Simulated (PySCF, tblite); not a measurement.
**C₃H₃F₃O: a rotation path, then NMR shifts on frames**

Aim: move C₃H₃F₃O (`C=COC(F)(F)F`) away from its starting geometry and see how NMR shifts follow the geometry.

Computed with tblite 0.8.0 and PySCF 2.14.0, with density-fitted response routines of our own, on a single molecule in the gas phase. Atoms are numbered from 0 throughout.

### Step 1. Starting geometry

10 atoms, charge 0, multiplicity 1; geometry from: GFN2-xTB.

Bonds of the start (Å): C0–C1 1.32, C1–O2 1.39, O2–C3 1.32, C3–F4 1.33, C3–F5 1.34, C3–F6 1.34, C0–H7 1.08, C0–H8 1.07, C1–H9 1.08.

### Step 2. A band between two rotamers with GFN2-xTB

The job: settings as JSON, then the geometry in Å.

```
{"job": {"kind": "neb", "xc": "GFN2-xTB", "basis": "xTB", "atoms": [6, 3, 2, 1], "turn": 120}, "charge": 0, "multiplicity": 1}
C     -1.413379    -0.336176     0.384093
C     -0.854534     0.094051    -0.726598
O      0.494271     0.369618    -0.949137
C      1.365901     0.200004     0.028742
F      2.576292     0.522786    -0.411575
F      1.131486     0.960165     1.111947
F      1.442485    -1.062252     0.483641
H     -0.874468    -0.534630     1.293427
H     -2.473377    -0.504895     0.405731
H     -1.385793     0.295983    -1.642797
```

Method: GFN2-xTB climbing-image nudged elastic band, gas phase.

Launch:

```sh
OMP_NUM_THREADS=1 python probes_run.py task.json out
```

One launch serves the whole session: the jobs run in the order shown.

Standard output:

```text
image   E - E0 / eV
  0       0.0000
  1       0.0292
  2       0.0880
  3       0.1446
  4       0.1648
  5       0.1340
  6       0.0758
  7       0.0223
  8       0.0001
```

It took 7.4 s on 1 thread, shared host.

The final band, with the dihedral F6–C3–O2–C1:

```csv
image,dihedral (°),energy (eV),energy (kcal/mol)
0,61,0.000,0.0
1,73,0.029,0.7
2,87,0.088,2.0
3,105,0.145,3.3
4,125,0.165,3.8
5,145,0.134,3.1
6,161,0.076,1.7
7,172,0.022,0.5
8,181,0.000,0.0
```

### Step 3. Shielding tensors: image 0, PBE0/pcSseg-1

The job: settings as JSON, then the geometry in Å.

```
{"job": {"kind": "nmr", "xc": "PBE0", "basis": "pcSseg-1", "pop": false}, "charge": 0, "multiplicity": 1}
C     -1.413400    -0.336200     0.384100
C     -0.854500     0.094100    -0.726600
O      0.494300     0.369600    -0.949100
C      1.365900     0.200000     0.028700
F      2.576300     0.522800    -0.411600
F      1.131500     0.960200     1.111900
F      1.442500    -1.062300     0.483600
H     -0.874500    -0.534600     1.293400
H     -2.473400    -0.504900     0.405700
H     -1.385800     0.296000    -1.642800
```

With the program's defaults for keys left out, this is: GIAO PBE0/pcSseg-1 NMR shielding, non-relativistic, gas phase.

Standard output:

```text
coarse grid: 9464 points
cycle   1  E = -490.0767899092  dE =  1.297e+00  |g| = 1.006e+00  |ddm| = 2.742e+00
cycle   2  E = -489.9314990649  dE =  1.453e-01  |g| = 1.430e+00  |ddm| = 1.083e+00
cycle   3  E = -490.2480222272  dE = -3.165e-01  |g| = 7.452e-02  |ddm| = 6.439e-01
cycle   4  E = -490.2484562225  dE = -4.340e-04  |g| = 5.845e-02  |ddm| = 8.334e-02
cycle   5  E = -490.2490669455  dE = -6.107e-04  |g| = 1.157e-02  |ddm| = 3.923e-02
cycle   6  E = -490.2490933705  dE = -2.642e-05  |g| = 3.576e-03  |ddm| = 9.418e-03
cycle   7  E = -490.2490963151  dE = -2.945e-06  |g| = 6.846e-04  |ddm| = 2.717e-03
final grid: 95760 points
cycle   8  E = -490.3198387790  dE = -3.813e-05  |g| = 8.942e-03  |ddm| = 1.978e-02
cycle   9  E = -490.3198255098  dE =  1.327e-05  |g| = 1.257e-02  |ddm| = 1.126e-02
cycle  10  E = -490.3198529258  dE = -2.742e-05  |g| = 1.233e-03  |ddm| = 7.044e-03
cycle  11  E = -490.3198532456  dE = -3.198e-07  |g| = 3.316e-04  |ddm| = 1.039e-03
cycle  12  E = -490.3198532647  dE = -1.914e-08  |g| = 1.068e-04  |ddm| = 2.340e-04
cycle  13  E = -490.3198532671  dE = -2.388e-09  |g| = 2.294e-05  |ddm| = 7.854e-05
cycle  14  E = -490.3198532672  dE = -1.095e-10  |g| = 8.345e-06  |ddm| = 1.832e-05
converged SCF energy = -490.3198532672

GIAO shielding tensors (ppm)
atom      isotropic    diamagn.    paramagn.     s11        s22        s33       span
  0 C       83.216     257.709    -174.493    -20.629     99.427    170.849    191.478
  1 C       36.565     250.465    -213.900    -69.812     78.497    101.010    170.822
  2 O      163.268     397.658    -234.390    119.058    163.500    207.245     88.186
  3 C       56.794     237.771    -180.977     53.593     54.033     62.756      9.163
  4 F      242.632     468.623    -225.991    177.718    194.847    355.330    177.613
  5 F      245.600     474.302    -228.702    164.303    220.804    351.692    187.389
  6 F      245.604     474.295    -228.692    164.288    220.770    351.753    187.465
  7 H       26.421      31.941      -5.520     23.874     24.408     30.981      7.107
  8 H       26.676      29.297      -2.621     25.214     25.744     29.071      3.857
  9 H       25.300      29.318      -4.018     21.870     26.847     27.182      5.312
```

It took 31 s on 1 thread, shared host.

The references, computed at this level on geometries of the same kind, shield at (ppm): ¹H TMS 31.72, ¹³C TMS 186.9, ¹⁹F CFCl3 170.9, ¹⁷O H2O 336.1. Their shielding less the atom's gives the shift. The references are single molecules in the gas phase, so shifts against H2O, NH3, PH3, H3PO4 or CFCl3 are not on the usual liquid scales and can be off by tens of ppm. Each atom is listed at this fixed geometry, with no averaging over motion; a spectrum would average atoms that exchange fast.

```csv
atoms,environment,σ (ppm),δ (ppm)
C1,alkene carbon bearing oxygen,36.6,150.4
C3,CF3 carbon,56.8,130.1
C0,β carbon of an enol-ether or enamine type C=C,83.2,103.7
H9,hydrogen on an alkene carbon bearing oxygen,25.30,6.42
H7,hydrogen on a β carbon of an enol-ether or enamine type C=C,26.42,5.30
H8,hydrogen on a β carbon of an enol-ether or enamine type C=C,26.68,5.04
O2,ether oxygen,163.3,172.8
F4,fluorine of an OCF3 group,242.6,-71.7
F5,fluorine of an OCF3 group,245.6,-74.7
F6,fluorine of an OCF3 group,245.6,-74.7
```

### Step 4. NMR shieldings: image 2, PBE0/pcSseg-1

The job: settings as JSON, then the geometry in Å.

```
{"job": {"kind": "nmr", "xc": "PBE0", "basis": "pcSseg-1", "pop": false}, "charge": 0, "multiplicity": 1}
C     -1.509600    -0.196000     0.420400
C     -0.860000     0.015300    -0.704800
O      0.501000     0.211900    -0.925800
C      1.424800     0.131700     0.014400
F      2.471400     0.871000    -0.352700
F      1.068300     0.562200     1.230200
F      1.886800    -1.119200     0.192100
H     -1.052800    -0.269500     1.389700
H     -2.578900    -0.293500     0.380500
H     -1.342200     0.090900    -1.666600
```

Method: GIAO PBE0/pcSseg-1 NMR shielding, non-relativistic, gas phase.

Standard output:

```text
coarse grid: 9464 points
cycle   1  E = -490.0730345273  dE =  1.292e+00  |g| = 1.007e+00  |ddm| = 2.738e+00
cycle   2  E = -489.9280202027  dE =  1.450e-01  |g| = 1.429e+00  |ddm| = 1.087e+00
cycle   3  E = -490.2444520063  dE = -3.164e-01  |g| = 7.630e-02  |ddm| = 6.467e-01
cycle   4  E = -490.2449026540  dE = -4.506e-04  |g| = 5.954e-02  |ddm| = 8.478e-02
cycle   5  E = -490.2455282307  dE = -6.256e-04  |g| = 1.139e-02  |ddm| = 3.945e-02
cycle   6  E = -490.2455535868  dE = -2.536e-05  |g| = 3.695e-03  |ddm| = 9.357e-03
cycle   7  E = -490.2455567203  dE = -3.134e-06  |g| = 7.132e-04  |ddm| = 2.809e-03
final grid: 95760 points
cycle   8  E = -490.3166792937  dE = -3.769e-05  |g| = 8.921e-03  |ddm| = 1.833e-02
cycle   9  E = -490.3166659353  dE =  1.336e-05  |g| = 1.259e-02  |ddm| = 1.110e-02
cycle  10  E = -490.3166931133  dE = -2.718e-05  |g| = 1.225e-03  |ddm| = 7.038e-03
cycle  11  E = -490.3166934306  dE = -3.173e-07  |g| = 3.314e-04  |ddm| = 1.043e-03
cycle  12  E = -490.3166934499  dE = -1.931e-08  |g| = 1.026e-04  |ddm| = 2.308e-04
cycle  13  E = -490.3166934521  dE = -2.179e-09  |g| = 2.330e-05  |ddm| = 7.558e-05
cycle  14  E = -490.3166934522  dE = -1.057e-10  |g| = 8.616e-06  |ddm| = 1.817e-05
converged SCF energy = -490.3166934522

GIAO shielding tensors (ppm)
atom      isotropic    diamagn.    paramagn.     s11        s22        s33       span
  0 C       84.915     257.537    -172.622    -17.276    101.890    170.130    187.406
  1 C       36.298     249.688    -213.391    -68.837     79.874     97.855    166.692
  2 O      168.794     397.672    -228.878    121.159    171.118    214.106     92.947
  3 C       56.331     237.639    -181.307     53.099     53.977     61.918      8.818
  4 F      235.269     468.997    -233.727    169.792    184.166    351.851    182.059
  5 F      248.321     474.991    -226.670    174.444    227.920    342.598    168.155
  6 F      237.295     472.313    -235.018    163.835    194.290    353.761    189.926
  7 H       26.384      31.857      -5.473     23.234     25.079     30.839      7.605
  8 H       26.801      29.130      -2.329     25.409     25.763     29.229      3.820
  9 H       25.388      29.297      -3.909     21.736     26.939     27.490      5.754
```

Run time: 29 s. Hardware: 1 thread, shared host.

This run: δ C1 150.6, C3 130.6, C0 102.0, O2 167.3, H9 6.33, H7 5.33 ppm.

### Step 5. Shielding tensors: image 4, PBE0/pcSseg-1

The job: settings as JSON, then the geometry in Å.

```
{"job": {"kind": "nmr", "xc": "PBE0", "basis": "pcSseg-1", "pop": false}, "charge": 0, "multiplicity": 1}
C     -1.558700    -0.034700     0.430300
C     -0.863100    -0.058000    -0.687200
O      0.511400    -0.064100    -0.906500
C      1.455500     0.044100     0.011400
F      2.190600     1.149700    -0.188500
F      1.063900     0.092500     1.285200
F      2.310100    -0.984600    -0.079200
H     -1.148900    -0.002700     1.422100
H     -2.630400    -0.045000     0.353400
H     -1.321400    -0.092600    -1.663500
```

Level: GIAO PBE0/pcSseg-1 NMR shielding, non-relativistic, gas phase.

Standard output:

```text
coarse grid: 9464 points
cycle   1  E = -490.0690596859  dE =  1.293e+00  |g| = 1.007e+00  |ddm| = 2.737e+00
cycle   2  E = -489.9235182930  dE =  1.455e-01  |g| = 1.430e+00  |ddm| = 1.090e+00
cycle   3  E = -490.2410339863  dE = -3.175e-01  |g| = 7.800e-02  |ddm| = 6.496e-01
cycle   4  E = -490.2415084054  dE = -4.744e-04  |g| = 6.046e-02  |ddm| = 8.603e-02
cycle   5  E = -490.2421489952  dE = -6.406e-04  |g| = 1.142e-02  |ddm| = 3.980e-02
cycle   6  E = -490.2421744241  dE = -2.543e-05  |g| = 3.768e-03  |ddm| = 9.429e-03
cycle   7  E = -490.2421776706  dE = -3.246e-06  |g| = 7.391e-04  |ddm| = 2.871e-03
final grid: 95760 points
cycle   8  E = -490.3133287756  dE = -3.703e-05  |g| = 9.062e-03  |ddm| = 1.811e-02
cycle   9  E = -490.3133146779  dE =  1.410e-05  |g| = 1.284e-02  |ddm| = 1.133e-02
cycle  10  E = -490.3133430634  dE = -2.839e-05  |g| = 1.284e-03  |ddm| = 7.252e-03
cycle  11  E = -490.3133434154  dE = -3.520e-07  |g| = 3.288e-04  |ddm| = 1.076e-03
cycle  12  E = -490.3133434343  dE = -1.883e-08  |g| = 1.021e-04  |ddm| = 2.319e-04
cycle  13  E = -490.3133434364  dE = -2.174e-09  |g| = 2.303e-05  |ddm| = 7.530e-05
cycle  14  E = -490.3133434365  dE = -1.012e-10  |g| = 8.384e-06  |ddm| = 1.777e-05
converged SCF energy = -490.3133434365

GIAO shielding tensors (ppm)
atom      isotropic    diamagn.    paramagn.     s11        s22        s33       span
  0 C       85.878     257.178    -171.299    -14.085    102.868    168.852    182.937
  1 C       36.126     249.374    -213.247    -67.345     80.448     95.277    162.622
  2 O      172.772     397.815    -225.043    122.741    177.135    218.438     95.697
  3 C       55.324     237.673    -182.349     51.746     53.026     61.201      9.454
  4 F      227.828     470.431    -242.602    160.004    175.604    347.877    187.873
  5 F      251.738     475.225    -223.487    187.285    223.116    344.811    157.527
  6 F      228.006     470.172    -242.166    160.803    176.430    346.785    185.982
  7 H       26.342      31.758      -5.415     22.922     25.281     30.824      7.901
  8 H       26.917      29.060      -2.144     25.660     25.768     29.322      3.662
  9 H       25.416      29.285      -3.868     21.661     26.935     27.653      5.992
```

Wall time 31 s (1 thread, shared host).

Key values: δ C1 150.8, C3 131.6, C0 101.0, O2 163.3, H9 6.30, H7 5.37 ppm.

### Step 6. Nuclear shieldings: image 6, PBE0/pcSseg-1

The job: settings as JSON, then the geometry in Å.

```
{"job": {"kind": "nmr", "xc": "PBE0", "basis": "pcSseg-1", "pop": false}, "charge": 0, "multiplicity": 1}
C     -1.514700     0.133800     0.401700
C     -0.851000    -0.137800    -0.701500
O      0.518200    -0.316400    -0.893500
C      1.426200    -0.043400     0.025200
F      1.745900     1.262200     0.085300
F      1.113000    -0.393300     1.279400
F      2.547700    -0.693000    -0.280300
H     -1.067700     0.288700     1.366400
H     -2.586100     0.202500     0.353300
H     -1.322500    -0.298600    -1.658500
```

Method: GIAO PBE0/pcSseg-1 NMR shielding, non-relativistic, gas phase.

Standard output:

```text
coarse grid: 9464 points
cycle   1  E = -490.0733990123  dE =  1.291e+00  |g| = 1.006e+00  |ddm| = 2.739e+00
cycle   2  E = -489.9286757479  dE =  1.447e-01  |g| = 1.428e+00  |ddm| = 1.086e+00
cycle   3  E = -490.2445720381  dE = -3.159e-01  |g| = 7.561e-02  |ddm| = 6.458e-01
cycle   4  E = -490.2450125717  dE = -4.405e-04  |g| = 5.920e-02  |ddm| = 8.440e-02
cycle   5  E = -490.2456329854  dE = -6.204e-04  |g| = 1.135e-02  |ddm| = 3.935e-02
cycle   6  E = -490.2456581582  dE = -2.517e-05  |g| = 3.667e-03  |ddm| = 9.302e-03
cycle   7  E = -490.2456612466  dE = -3.088e-06  |g| = 7.020e-04  |ddm| = 2.784e-03
final grid: 95760 points
cycle   8  E = -490.3173106794  dE = -3.897e-05  |g| = 8.999e-03  |ddm| = 1.868e-02
cycle   9  E = -490.3172972606  dE =  1.342e-05  |g| = 1.266e-02  |ddm| = 1.123e-02
cycle  10  E = -490.3173248136  dE = -2.755e-05  |g| = 1.236e-03  |ddm| = 7.089e-03
cycle  11  E = -490.3173251339  dE = -3.203e-07  |g| = 3.339e-04  |ddm| = 1.044e-03
cycle  12  E = -490.3173251535  dE = -1.959e-08  |g| = 1.027e-04  |ddm| = 2.337e-04
cycle  13  E = -490.3173251557  dE = -2.217e-09  |g| = 2.269e-05  |ddm| = 7.584e-05
cycle  14  E = -490.3173251558  dE = -1.016e-10  |g| = 8.358e-06  |ddm| = 1.785e-05
converged SCF energy = -490.3173251558

GIAO shielding tensors (ppm)
atom      isotropic    diamagn.    paramagn.     s11        s22        s33       span
  0 C       84.457     257.522    -173.065    -17.935    100.985    170.321    188.255
  1 C       36.339     249.706    -213.367    -68.782     79.635     98.164    166.946
  2 O      168.659     397.659    -228.999    120.301    171.783    213.893     93.592
  3 C       56.455     237.619    -181.164     53.324     53.686     62.355      9.032
  4 F      239.484     472.596    -233.112    164.589    197.810    356.053    191.464
  5 F      246.603     474.973    -228.370    171.971    224.410    343.428    171.457
  6 F      236.587     468.877    -232.290    171.017    186.413    352.331    181.314
  7 H       26.348      31.832      -5.484     23.229     25.020     30.795      7.565
  8 H       26.773      29.130      -2.357     25.387     25.746     29.186      3.799
  9 H       25.371      29.281      -3.910     21.739     26.931     27.443      5.704
```

Wall time 31 s (1 thread, shared host).

In short: δ C1 150.6, C3 130.5, C0 102.5, O2 167.4, H9 6.35, H7 5.37 ppm.

### Step 7. Nuclear shieldings: image 8, PBE0/pcSseg-1

The job: settings as JSON, then the geometry in Å.

```
{"job": {"kind": "nmr", "xc": "PBE0", "basis": "pcSseg-1", "pop": false}, "charge": 0, "multiplicity": 1}
C     -1.436000     0.270800     0.354800
C     -0.842500    -0.211800    -0.715700
O      0.522400    -0.423100    -0.909900
C      1.376500    -0.104500     0.046100
F      1.360800     1.196000     0.384700
F      1.192400    -0.777900     1.194500
F      2.608200    -0.379800    -0.366800
H     -0.916800     0.573600     1.246700
H     -2.504200     0.379000     0.358600
H     -1.351800    -0.517700    -1.615400
```

Method: GIAO PBE0/pcSseg-1 NMR shielding, non-relativistic, gas phase.

Standard output:

```text
coarse grid: 9464 points
cycle   1  E = -490.0760378629  dE =  1.296e+00  |g| = 1.006e+00  |ddm| = 2.741e+00
cycle   2  E = -489.9308043278  dE =  1.452e-01  |g| = 1.430e+00  |ddm| = 1.083e+00
cycle   3  E = -490.2472328712  dE = -3.164e-01  |g| = 7.446e-02  |ddm| = 6.438e-01
cycle   4  E = -490.2476654476  dE = -4.326e-04  |g| = 5.844e-02  |ddm| = 8.328e-02
cycle   5  E = -490.2482758285  dE = -6.104e-04  |g| = 1.156e-02  |ddm| = 3.921e-02
cycle   6  E = -490.2483022024  dE = -2.637e-05  |g| = 3.576e-03  |ddm| = 9.411e-03
cycle   7  E = -490.2483051470  dE = -2.945e-06  |g| = 6.838e-04  |ddm| = 2.717e-03
final grid: 95760 points
cycle   8  E = -490.3198611203  dE = -3.947e-05  |g| = 9.029e-03  |ddm| = 1.963e-02
cycle   9  E = -490.3198471187  dE =  1.400e-05  |g| = 1.278e-02  |ddm| = 1.141e-02
cycle  10  E = -490.3198754512  dE = -2.833e-05  |g| = 1.250e-03  |ddm| = 7.200e-03
cycle  11  E = -490.3198757803  dE = -3.291e-07  |g| = 3.264e-04  |ddm| = 1.039e-03
cycle  12  E = -490.3198757989  dE = -1.855e-08  |g| = 1.052e-04  |ddm| = 2.315e-04
cycle  13  E = -490.3198758012  dE = -2.345e-09  |g| = 2.237e-05  |ddm| = 7.720e-05
cycle  14  E = -490.3198758013  dE = -1.010e-10  |g| = 8.462e-06  |ddm| = 1.806e-05
converged SCF energy = -490.3198758013

GIAO shielding tensors (ppm)
atom      isotropic    diamagn.    paramagn.     s11        s22        s33       span
  0 C       83.223     257.714    -174.491    -20.645     99.458    170.858    191.504
  1 C       36.529     250.457    -213.928    -69.814     78.455    100.946    170.760
  2 O      163.199     397.670    -234.471    118.937    163.531    207.130     88.193
  3 C       56.779     237.796    -181.017     53.566     54.031     62.739      9.172
  4 F      245.922     474.310    -228.389    164.489    221.161    352.115    187.626
  5 F      245.239     474.292    -229.053    164.079    220.377    351.262    187.183
  6 F      242.640     468.624    -225.984    177.740    194.819    355.360    177.620
  7 H       26.419      31.943      -5.523     23.871     24.408     30.979      7.108
  8 H       26.670      29.292      -2.622     25.208     25.741     29.061      3.853
  9 H       25.301      29.321      -4.019     21.869     26.856     27.180      5.310
```

It took 29 s on 1 thread, shared host.

This run: δ C1 150.4, C3 130.1, C0 103.7, O2 172.9, H9 6.42, H7 5.30 ppm.

### Step 8. Run by run: NMR shifts

Shifts (ppm) of some atoms, chosen among heavy atoms and hydrogens apart, with basis size and wall time:

```csv
frame,C0,H9,H8,O2,F4,F5,F6,functions,time
image 0,103.7,6.42,5.04,172.8,-71.7,-74.7,-74.7,134,31 s
image 2,102.0,6.33,4.92,167.3,-64.3,-77.4,-66.3,134,29 s
image 4,101.0,6.30,4.80,163.3,-56.9,-80.8,-57.1,134,31 s
image 6,102.5,6.35,4.94,167.4,-68.5,-75.7,-65.6,134,31 s
image 8,103.7,6.42,5.05,172.9,-75.0,-74.3,-71.7,134,29 s
```

### Step 9. What came out

| quantity | value |
| --- | --- |
| barrier | 0.165 eV (3.8 kcal/mol) at image 4 |
| end to end (GFN2-xTB) | 0.000 eV |
| ¹³C shifts against TMS (PBE0/pcSseg-1, image 0) | 150.4, 130.1, 103.7 ppm |
| ¹H shifts against TMS (PBE0/pcSseg-1, image 0) | 6.42, 5.30, 5.04 ppm |
| ¹⁷O shifts against H2O (PBE0/pcSseg-1, image 0) | 172.8 ppm |
| ¹⁹F shifts against CFCl3 (PBE0/pcSseg-1, image 0) | -71.7, -74.7, -74.7 ppm |
| range of the shift of F4 | -75.0 to -56.9 ppm |

Along the band the dihedral turns by 120°, and the top (dihedral 125°) lies 3.8 kcal/mol above the start (GFN2-xTB, rough), so at room temperature this motion is fast. The top was not checked by a frequency run. Shifts at one fixed geometry are not the observed spectrum, which averages over the motion. Across the 5 runs the shift of F4 moves most, between -75.0 (image 8) and -56.9 ppm (image 4).
